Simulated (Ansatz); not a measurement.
I need a rigid scan of one bond length of CH5AlBP, SMILES [PH2][Al]1[BH][CH2]1. Use Ansatz's Python interface. Level of theory (for the species named): Hartree-Fock, def2-SVP basis, multiplicity 1.

```yaml
atoms:
  - { symbol: P, position_ang: [-0.2427, 2.4091, -1.0867] }
  - { symbol: Al, position_ang: [0.1604, 0.3986, -0.0920] }
  - { symbol: B, position_ang: [1.2606, -1.3472, 0.3978] }
  - { symbol: C, position_ang: [-0.1230, -1.0827, 0.9698] }
  - { symbol: H, position_ang: [-0.4398, 1.8691, -2.4405] }
  - { symbol: H, position_ang: [-1.7081, 2.4164, -0.7831] }
  - { symbol: H, position_ang: [2.2951, -2.0090, 0.3432] }
  - { symbol: H, position_ang: [-0.8988, -1.7972, 0.5632] }
  - { symbol: H, position_ang: [-0.2153, -0.9035, 2.1111] }
```

Script `run_scan.py`:
```python
"""Potential curve of CH5AlBP along one bond."""

from dataclasses import dataclass
import logging
import sys

import ansatz
import numpy as np

logging.basicConfig(stream=sys.stdout, format="%(levelname)s:%(name)s:%(message)s")
logger = logging.getLogger("ansatz_job")
logger.setLevel(logging.INFO)


@dataclass(frozen=True)
class Options:
    basis: str = "def2-SVP"
    functional: str = "HF"


cfg = Options()


def main() -> None:
    geometry_ang = [
        ("P", (-0.2427, 2.4091, -1.0867)),
        ("Al", (0.1604, 0.3986, -0.092)),
        ("B", (1.2606, -1.3472, 0.3978)),
        ("C", (-0.123, -1.0827, 0.9698)),
        ("H", (-0.4398, 1.8691, -2.4405)),
        ("H", (-1.7081, 2.4164, -0.7831)),
        ("H", (2.2951, -2.009, 0.3432)),
        ("H", (-0.8988, -1.7972, 0.5632)),
        ("H", (-0.2153, -0.9035, 2.1111)),
    ]
    molecule = ansatz.Crystal.molecule()
    for symbol, xyz in geometry_ang:
        molecule = molecule.atom(symbol, xyz)

    symbols = [site.symbol for site in molecule.cartesian_sites]
    start = np.array([site.position_ang for site in molecule.cartesian_sites])
    axis = (start[5] - start[0]) / np.linalg.norm(start[5] - start[0])
    moving = [5]
    lengths, energies = [1.317, 1.377, 1.437, 1.497, 1.556, 1.616, 1.676, 1.766], []
    for length in lengths:
        xyz = start.copy()
        xyz[moving] += (length - np.linalg.norm(start[5] - start[0])) * axis
        point = ansatz.Crystal.molecule()
        for symbol, place in zip(symbols, xyz):
            point = point.atom(symbol, place.tolist())
        model = point.calculation()
        model = model.basis(gaussian=cfg.basis)
        model = model.functional(cfg.functional)
        summary = model.run().report
        energies.append(summary["free_energy_ev"])
        logger.info(f"r = {length:6.3f} A  E = {energies[-1]:.5f} eV  <S^2> = {abs(summary['mean_field']['state']['spin_squared']):.3f}")

    # quartic fit about the minimum
    fit = np.polynomial.Polynomial.fit(lengths, np.array(energies) - min(energies), 4).convert()
    roots = [r.real for r in fit.deriv().roots() if abs(r.imag) < 1e-9 and fit.deriv(2)(r.real) > 0]
    r_e = min(roots, key=lambda r: abs(r - lengths[int(np.argmin(energies))]))
    logger.info(f"minimum of the fit at {r_e:.4f} A, force constant {fit.deriv(2)(r_e):.2f} eV/A^2")


if __name__ == "__main__":
    main()
```

```console
$ python run_scan.py
INFO:ansatz_job:r =  1.317 A  E = -17626.57907 eV  <S^2> = 0.000
INFO:ansatz_job:r =  1.377 A  E = -17626.69305 eV  <S^2> = 0.000
INFO:ansatz_job:r =  1.437 A  E = -17626.70843 eV  <S^2> = 0.000
INFO:ansatz_job:r =  1.497 A  E = -17626.64962 eV  <S^2> = 0.000
INFO:ansatz_job:r =  1.556 A  E = -17626.53776 eV  <S^2> = 0.000
INFO:ansatz_job:r =  1.616 A  E = -17626.38342 eV  <S^2> = 0.000
INFO:ansatz_job:r =  1.676 A  E = -17626.19936 eV  <S^2> = 0.000
INFO:ansatz_job:r =  1.766 A  E = -17625.88617 eV  <S^2> = 0.000
INFO:ansatz_job:minimum of the fit at 1.4178 A, force constant 22.60 eV/A^2
```

What to keep in mind:
- Total energies depend on the basis set; only differences at equal settings carry meaning.
- The rest of the molecule is held rigid at a force-field or estimated start geometry, and the basis set is modest; single-reference methods fail as a bond breaks.
- Hartree-Fock leaves correlation out, so bond, atomisation and ionisation energies come out well too low.
- The orbitals are restricted, so S² is zero by construction.
- Run time: 9.5 s on 1 thread of Arm Neoverse V1, on a shared host, peak memory 0.21 GiB.
